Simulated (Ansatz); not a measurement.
Working through a rigid torsion scan of CH₅BO₂Si, SMILES OC[SiH]1BO1

With the Python package of Ansatz (0.2.0).

Notebook, run cell by cell (the value of a cell's last expression is shown):

In [1]:
```python
import ansatz as az
from ase import Atoms

BASIS = "def2-SVP"
XC = "pbe0"
FORCE_TOL = 0.02
```

In [2]:
```python
atoms = Atoms(["O", "C", "Si", "B", "O", "H", "H", "H", "H", "H"], positions=[
    [-1.5905, 0.8048, -0.9501],
    [-1.1343, -0.3547, -0.4548],
    [0.7056, -0.2756, -0.3834],
    [1.5812, -0.1191, 1.462],
    [1.2006, 1.0029, 0.5781],
    [-1.6093, 1.5224, -0.2194],
    [-1.5213, -0.5607, 0.5597],
    [-1.3803, -1.1636, -1.1392],
    [1.5217, -0.1846, -1.5718],
    [2.3099, -0.723, 2.1219],
])
```

In [3]:
```python
# relax first, so that the scan starts from a minimum
first = (
    az.Crystal.molecule_from_ase(atoms).calculation()
    .basis(gaussian=BASIS)
    .functional(XC)
    .relax(force_tolerance=FORCE_TOL, max_steps=80)
)
atoms.positions = first.run(threads=1, pin="off").report["positions_ang"]
```

In [4]:
```python
start = atoms.get_dihedral(3, 2, 1, 0)
energies = {}
for turn in range(0, 360, 40):
    turned = atoms.copy()
    turned.set_dihedral(3, 2, 1, 0, start + turn, indices=[0, 1, 5, 6, 7])
    model = (
        az.Crystal.molecule_from_ase(turned).calculation()
        .basis(gaussian=BASIS)
        .functional(XC)
    )
    energies[round((start + turn) % 360)] = model.run(threads=1, pin="off").report["free_energy_ev"]
floor = min(energies.values())
print("dihedral B3-Si2-C1-O0 (deg)   E - E(min) (eV)")
for angle, e in sorted(energies.items()):
    print(f"{angle:8d} {(e - floor):14.3f}  " + "#" * int(30 * (e - floor) / max(max(energies.values()) - floor, 1e-9)))
```
```text
dihedral B3-Si2-C1-O0 (deg)   E - E(min) (eV)
      13          0.149  #####################
      53          0.120  #################
      93          0.000
     133          0.070  #########
     173          0.107  ###############
     213          0.115  ################
     253          0.212  ##############################
     293          0.201  ############################
     333          0.077  ##########
```

The lowest point is at 93° and the highest at 253°, 0.212 eV (20.5 kJ/mol) above it, with the rest of the molecule held.

The scan is rigid and the energies are electronic, in a modest basis. With rigid groups the curve can differ much from the relaxed path, the start wasn't checked as a minimum of this torsion, and equivalent turns needn't return to the same energy. It ran for 120 s on 1 thread of Arm Neoverse V1 (shared host), peak memory 0.28 GiB.
